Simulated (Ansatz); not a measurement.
# AlSi2H5O: small, medium and large basis sets

Aim: see how fast density functionals converge with the basis set for AlSi2H5O.

Method: one geometry, several basis sets; program: Ansatz 0.2.0, Gaussian basis.

Plan: PBE0-D4/def2-SVP; ωB97M-V/def2-SVP; PBE0-D4/def2-QZVPP; ωB97M-V/def2-QZVPP; the functionals' def2-TZVPP values are taken from earlier runs.

## 1. The relaxed structure

An earlier PBE0-D4 in a triple-zeta def2 set relaxation fixed the geometry.

SMILES `[SiH3][Al]1[O][SiH2]1`, 9 atoms, charge 0, spin multiplicity 1.

Atoms are counted from 1 here; the program's logs count them from 0.

Bond lengths: Si1–Al2 2.450 Å, Si1–H5 1.488 Å, Si1–H6 1.489 Å, Si1–H7 1.487 Å, Al2–O3 1.744 Å, Al2–Si4 2.280 Å, O3–Si4 1.688 Å, Si4–H8 1.490 Å, Si4–H9 1.490 Å. Angles: Al2–Si1–H5 109.6°, Al2–Si1–H6 109.4°, Al2–Si1–H7 111.5°, H5–Si1–H6 108.2°, H5–Si1–H7 109.0°, H6–Si1–H7 109.0°, Si1–Al2–O3 129.7°, Si1–Al2–Si4 177.0°, O3–Al2–Si4 47.3°, Al2–O3–Si4 83.2°, Al2–Si4–O3 49.5°, Al2–Si4–H8 126.2°, Al2–Si4–H9 126.3°, O3–Si4–H8 114.2°, O3–Si4–H9 114.2°, H8–Si4–H9 107.4°.

## 2. PBE0-D4 in def2-SVP

Contents of in.yaml:

```yaml
crystal:
  periodic: [false, false, false]
  atoms:
    - {symbol: Si, position_ang: [-0.652872, 1.717149, -1.334657]}
    - {symbol: Al, position_ang: [-0.124859, -0.148912, 0.162821]}
    - {symbol: O, position_ang: [1.392711, -0.965349, 0.434276]}
    - {symbol: Si, position_ang: [0.478649, -1.877681, 1.520934]}
    - {symbol: H, position_ang: [-1.763793, 1.326677, -2.244903]}
    - {symbol: H, position_ang: [-1.100139, 2.886408, -0.529326]}
    - {symbol: H, position_ang: [0.526487, 2.112827, -2.150206]}
    - {symbol: H, position_ang: [0.403260, -3.327561, 1.186951]}
    - {symbol: H, position_ang: [0.928955, -1.769958, 2.936910]}
basis:
  gaussian: {orbitals: def2-SVP}
hamiltonian: {xc: pbe0, dispersion: d4}
output: {orbitals: {seedname: orbitals}}
```

Launch:

```console
> ansatz run in.yaml --threads 2 --pin off --events-out ev --progress --plain --max-ram 4352MiB
```

The runs that follow: ωB97M-V in def2-SVP; PBE0-D4 in def2-QZVPP; ωB97M-V in def2-QZVPP.

Q: Predict the results of all the runs planned. Wanted: PBE0-D4: double and triple zeta above quadruple; ωB97M-V: double and triple zeta above quadruple.

**Answer**, as computed:

| quantity | value |
| --- | --- |
| PBE0-D4: double and triple zeta above quadruple | 11.45, 0.86 eV |
| ωB97M-V: double and triple zeta above quadruple | 11.48, 0.82 eV |

In words: PBE0-D4 gains 10.59 eV from double to triple zeta, then 0.86 eV more. These are total energies; as a rule much of such shifts cancels in differences, which this series doesn't test.
